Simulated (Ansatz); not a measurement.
Predict the output of the script below (the Ansatz DFT code, driven from Python).

`cu3sb_drho.py`:
```python
"""Density difference of Cu3Sb against its sublattices."""

import ansatz as az
import numpy as np

VECTORS = np.array([
    [3.897337, 0.0, 0.0],
    [0.0, 3.897337, 0.0],
    [0.0, 0.0, 3.897337],
])
SITES = [
    ("Cu", (0.5, 0.5, 0.0)),
    ("Cu", (0.5, 0.0, 0.5)),
    ("Cu", (0.0, 0.5, 0.5)),
    ("Sb", (0.0, 0.0, 0.0)),
]


def make_crystal(cell):
    crystal = az.Crystal(lattice=az.Lattice.of(cell))
    for symbol, position in SITES:
        crystal = crystal.atom(symbol, position)
    return crystal

# one cutoff and one grid for all runs, so that the fields can be subtracted
def solve(crystal):
    return (
        crystal.calculation()
        .functional("pbesol")
        .occupations("gaussian", width=0.15)
        .basis(460, grid_basis="typed")
        .kpoints(6, 6, 6)
        .density()
        .run(threads=1)
    )


whole = solve(make_crystal(VECTORS))
difference = whole.density().channels[0].density_e_per_ang3.copy()
binding = whole.report["free_energy_ev"]
for element in ["Cu", "Sb"]:
    part = az.Crystal(lattice=az.Lattice.of(VECTORS))
    for symbol, position in SITES:
        if symbol == element:
            part = part.atom(symbol, position)
    alone = solve(part)
    difference -= alone.density().channels[0].density_e_per_ang3
    binding -= alone.report["free_energy_ev"]
    print(f"{element} sublattice: {alone.report['n_electrons']:g} electrons, {alone.report['n_iterations']} iterations")

voxel = abs(np.linalg.det(VECTORS)) / difference.size
print(f"energy of the crystal less its unpolarised sublattices: {binding / len(SITES):.4f} eV/atom")
print(f"net charge of the difference {difference.sum() * voxel:.5f} e, charge rearranged {0.5 * np.abs(difference).sum() * voxel:.3f} e")
print(f"extremes {difference.min():.4f} and {difference.max():.4f} e/A^3")
for (symbol, position) in SITES:
    index = tuple(int(round(p * n)) % n for p, n in zip(position, difference.shape))
    print(f"  change of the pseudo-density at the grid point nearest {symbol}: {difference[index]:+.4f} e/A^3")
profile = difference.mean(axis=(0, 1))
print("planar mean along the third vector:", np.round(profile[:: max(len(profile) // 12, 1)], 4))
```

`python cu3sb_drho.py` gives:
```text
Cu sublattice: 57 electrons, 6 iterations
Sb sublattice: 15 electrons, 6 iterations
energy of the crystal less its unpolarised sublattices: -0.9850 eV/atom
net charge of the difference 0.00000 e, charge rearranged 0.372 e
extremes -0.0989 and 0.1203 e/A^3
  change of the pseudo-density at the grid point nearest Cu: -0.0970 e/A^3
  change of the pseudo-density at the grid point nearest Cu: -0.0970 e/A^3
  change of the pseudo-density at the grid point nearest Cu: -0.0970 e/A^3
  change of the pseudo-density at the grid point nearest Sb: +0.1203 e/A^3
planar mean along the third vector: [-0.0088 -0.0031  0.0023  0.0083  0.0097  0.0032 -0.0064 -0.0095 -0.0095
 -0.0064  0.0032  0.0097  0.0083  0.0023 -0.0031]
```

For a metal this k-point mesh is coarse: on a finer one energies can move by several to tens of meV an atom and pressures by half a GPa or more, differences at one mesh by less. The fields are valence quantities on the plane-wave grid; their values near the nuclei depend on the potentials. This cell is a computed structure, which may not be the phase found in nature. Charge moved counts every rearrangement, bonding and polarisation too, and is no transfer between atoms; the bare sublattices are artificial references. Values near the nuclei depend on the potentials. Timing: 4.7 s on 1 thread of AMD EPYC 7R43 64-Core Processor (Zen 3), on a shared host, peak memory 0.43 GiB.
